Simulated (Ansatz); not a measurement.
AlCo₃, space group Pm-3m: a frozen displacement of one atom, run with Ansatz 0.2.0, Python API.

Input file `alco3.xyz`:
```text
4
Lattice="3.574948 0.0 0.0 0.0 3.574948 0.0 0.0 0.0 3.574948" Properties=species:S:1:pos:R:3:initial_magmoms:R:1 pbc="T T T"
Al    0.00000000    0.00000000    0.00000000  0.00
Co    1.78747400    1.78747400    0.00000000  1.80
Co    1.78747400    0.00000000    1.78747400  1.80
Co    0.00000000    1.78747400    1.78747400  1.80
```

`alco3_push.py`:
```python
import warnings

import ansatz as az
import numpy as np

warnings.simplefilter("ignore", az.DeckWarning)

cell = az.Crystal.from_extxyz("alco3.xyz")

inverse = np.linalg.inv(np.array(cell.lattice.vectors))
home = np.array(cell.sites[3].position)
values = np.linspace(-0.2, 0.2, 5)
energies, pulls = [], []
for shift in values:
    moved = cell.move(3, to=home + shift * inverse[2])
    base = (
        moved.calculation()
        .spin("collinear")
        .kpoints(spacing=0.26)
        .occupations(az.OccupationsMethod.FERMI_DIRAC, width=0.15)
        .functional("pbesol")
        .forces()
    )
    data = base.run(threads=1).report
    energies.append(data["free_energy_ev"])
    pulls.append(data["forces_ev_ang"][3][2])

print("shift (A)   dE (eV)   force along z (eV/A)")
for shift, e, f in zip(values, energies, pulls):
    print(f"{shift:8.3f} {e - energies[2]:10.5f} {f:12.4f}")
print(f"stiffness from energies {2 * np.polyfit(values, energies, 2)[0]:.3f}, from forces {-np.polyfit(values, pulls, 1)[0]:.3f} eV/A^2")
```

How stiff is this displacement, and do energies and forces agree?

The curvature of the energy gives 7.064 eV/Å² and the slope of the force 7.117 eV/Å², a positive curvature.

What the script printed:

Running `python alco3_push.py` prints:
```text
shift (A)   dE (eV)   force along z (eV/A)
  -0.200    0.14112       1.4286
  -0.100    0.03500       0.7015
   0.000    0.00000       0.0000
   0.100    0.03500      -0.7015
   0.200    0.14112      -1.4286
stiffness from energies 7.064, from forces 7.117 eV/A^2
```

Notes:
- The mesh is modest for a metal, so energies can be off by several to tens of meV an atom and pressures by half a GPa or more; differences at equal mesh fare better.
- In a metal a curvature from energy changes of a few meV or less hangs on mesh and smearing, in size and even in sign.
- This cell is a computed structure, which may not be the phase found in nature.
- All periodic images of the atom move with it, so the curvature is one diagonal element of the zone-centre force constants and no normal mode; a positive value doesn't exclude soft modes in which several atoms move.
- It ran for 2.4 min on 1 thread of Arm Neoverse V2, on a shared host, peak memory 0.57 GiB.
